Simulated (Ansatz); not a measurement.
**CH₅Ga (built from SMILES [CH3][GaH2]): single points off equilibrium**

An exercise on one series of results from a longer session: the logs are not shown, and one member is left open.

Computed with Ansatz 0.2.0, Gaussian basis. Level: single points in def2-TZVPP.

Correlated methods freeze the cores. Filled d shells of the heavier atoms are correlated.

### The system as given

7 atoms, charge 0, spin multiplicity 1.

Atoms are counted from 1 here; the program's logs count them from 0.

Bond lengths: Ga1–H2 1.967 Å, Ga1–C4 2.121 Å, C4–H5 1.059 Å, C4–H6 1.231 Å, C4–H7 1.116 Å. Angles: H2–Ga1–C4 58.1°, Ga1–C4–H5 125.3°, Ga1–C4–H6 115.5°, Ga1–C4–H7 101.9°, H5–C4–H6 109.9°, H5–C4–H7 107.2°, H6–C4–H7 89.8°.

As a file:

```xyz
7
charge 0, multiplicity 1
Ga   -1.48680   -0.61560   -0.28230
H     0.30820   -0.76880   -1.07160
H    -0.27450   -1.22290   -1.89600
C     0.19720    0.35640    0.56550
H     0.99010   -0.12550    1.07570
H     0.63050    1.31570   -0.07190
H    -0.28240    1.05750    1.28880
```

Set-up of the first run:

File run/in.yaml:

```yaml
crystal:
  periodic: [false, false, false]
  atoms:
    - {symbol: Ga, position_ang: [-1.486800, -0.615600, -0.282300]}
    - {symbol: H, position_ang: [0.308200, -0.768800, -1.071600]}
    - {symbol: H, position_ang: [-0.274500, -1.222900, -1.896000]}
    - {symbol: C, position_ang: [0.197200, 0.356400, 0.565500]}
    - {symbol: H, position_ang: [0.990100, -0.125500, 1.075700]}
    - {symbol: H, position_ang: [0.630500, 1.315700, -0.071900]}
    - {symbol: H, position_ang: [-0.282400, 1.057500, 1.288800]}
basis:
  gaussian: {orbitals: def2-TZVPP}
correlation: {method: ccsd_t}
output: {forces: true}
```

No record of the launch command was kept for these runs.

Among the steps run: CCSD(T)/def2-TZVPP; PBE0-D4/def2-TZVPP; wB97M-V/def2-TZVPP; r2SCAN-D4/def2-TZVPP; PBE-D4/def2-TZVPP; HSE06-D4/def2-TZVPP; SPW92/def2-TZVPP.

One of the session's tables, all rows but one given; the rest of the session is left out.

```
   method  RMS force component (eV/Å)  angle to CCSD(T) forces (°)  dipole (D)
  CCSD(T)                       1.555                    reference        0.54
  PBE0-D4                       1.529                          3.1        0.57
  wB97M-V                       1.571                          1.7        0.48
r2SCAN-D4                       1.490                          3.9        0.64
   PBE-D4                       1.424                          6.4        0.53
 HSE06-D4                       1.527                          3.1        0.57
    SPW92                           ?                            ?           ?
```

**Question.** Estimate the row for SPW92.

As computed: RMS force component (eV/Å): 1.384; angle to CCSD(T) forces (°): 9.6; dipole (D): 0.57. In the column «RMS force component (eV/Å)» it is the lowest.
